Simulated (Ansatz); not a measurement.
**C₂H₄BClS: up Jacob's ladder to CCSD(T)**

One table from this session's results is given with a row withheld; the runs are named, their logs left out.

Program: Ansatz 0.2.0, Gaussian basis. Level of theory: functionals in def2-TZVPP, the program's frozen cores in correlated methods. These are calculated values, not measurements.

The runs, in order: LDA (SPW92), PBE-D4, revPBE-D4, BLYP-D4, r2SCAN-D4, B97M-V, PBE0-D4, B3LYP-D4, r2SCANh-D4, r2SCAN0-D4, HSE06-D4, BHLYP-D4, CAM-B3LYP-D4, LC-ωPBE, ωB97X-V, ωB97M-V, B2PLYP, PBE-QIDH; CCSD(T)/def2-SVP; CCSD(T)/def2-TZVPP; MP2/def2-QZVPP; extrapolation to the limit; RPA on PBE.

### The geometry

An earlier PBE0-D4 in a triple-zeta def2 set relaxation fixed the geometry.

SMILES `BSC(=C)Cl`, 9 atoms, charge 0, spin multiplicity 1.

Atoms are counted from 1 here; the program's logs count them from 0.

Bond lengths: B1–S2 1.754 Å, B1–H6 1.192 Å, B1–H7 1.186 Å, S2–C3 1.768 Å, C3–C4 1.327 Å, C3–Cl5 1.717 Å, C4–H8 1.083 Å, C4–H9 1.082 Å. Angles: S2–B1–H6 112.7°, S2–B1–H7 123.4°, H6–B1–H7 123.8°, B1–S2–C3 109.9°, S2–C3–C4 119.0°, S2–C3–Cl5 119.9°, C4–C3–Cl5 121.0°, C3–C4–H8 120.0°, C3–C4–H9 121.2°, H8–C4–H9 118.8°.

The first run:

Input file in.yaml:

```yaml
crystal:
  periodic: [false, false, false]
  atoms:
    - {symbol: B, position_ang: [0.144788, -0.066421, -2.142967]}
    - {symbol: S, position_ang: [-0.406481, 0.790109, -0.714923]}
    - {symbol: C, position_ang: [0.041711, -0.110593, 0.738653]}
    - {symbol: C, position_ang: [-0.303337, 0.370875, 1.926086]}
    - {symbol: Cl, position_ang: [0.912605, -1.583509, 0.599755]}
    - {symbol: H, position_ang: [-0.132546, 0.498604, -3.154968]}
    - {symbol: H, position_ang: [0.730428, -1.097063, -2.101678]}
    - {symbol: H, position_ang: [-0.852797, 1.301552, 1.994513]}
    - {symbol: H, position_ang: [-0.045971, -0.149852, 2.838429]}
basis:
  gaussian: {orbitals: def2-TZVPP}
hamiltonian: {xc: lda}
output: {orbitals: {seedname: orbitals}}
```

Steps of the session up to this table: LDA; PBE-D4 (GGA); revPBE-D4 (GGA); BLYP-D4 (GGA); r2SCAN-D4 (meta-GGA); B97M-V (meta-GGA); PBE0-D4 (hybrid); B3LYP-D4 (hybrid); r2SCANh-D4 (hybrid); r2SCAN0-D4 (hybrid); HSE06-D4 (hybrid); BHLYP-D4 (hybrid); CAM-B3LYP-D4 (range-separated); LC-ωPBE (range-separated); ωB97X-V (range-separated); ωB97M-V (range-separated); B2PLYP (double hybrid); PBE-QIDH (double hybrid).

One of the session's tables, all rows but one given; the rest of the session is left out.

It belongs to the step «Frontier levels by functional». 

```
  functional  HOMO (eV)  LUMO (eV)  gap (eV)
 LDA (SPW92)      -6.54      -2.76      3.79
      PBE-D4      -6.35      -2.50      3.85
   revPBE-D4      -6.28      -2.40      3.88
     BLYP-D4      -6.16      -2.32      3.84
   r2SCAN-D4          ?          ?         ?
      B97M-V      -6.55      -2.24      4.31
     PBE0-D4      -7.38      -1.58      5.80
    B3LYP-D4      -7.15      -1.76      5.39
  r2SCANh-D4      -6.91      -1.93      4.99
  r2SCAN0-D4      -7.50      -1.43      6.07
    HSE06-D4      -6.99      -1.96      5.03
    BHLYP-D4      -8.24      -0.53      7.71
CAM-B3LYP-D4      -8.60      -0.48      8.12
     LC-ωPBE      -9.94       0.61     10.55
     ωB97X-V      -9.57       0.55     10.12
     ωB97M-V      -9.46       0.37      9.84
```

**Question.** Estimate the row for r2SCAN-D4.

Worked estimate for «HOMO (eV)». Against the share of exact exchange, r2SCANh-D4 (0.1, -6.91), r2SCAN0-D4 (0.25, -7.50) give a slope of -3.93 per unit share; at 0 the line stands at -6.52.

**Answer.** HOMO (eV): -6.53; LUMO (eV): -2.25; gap (eV): 4.27. In «HOMO (eV)» the line misses by +0.01.
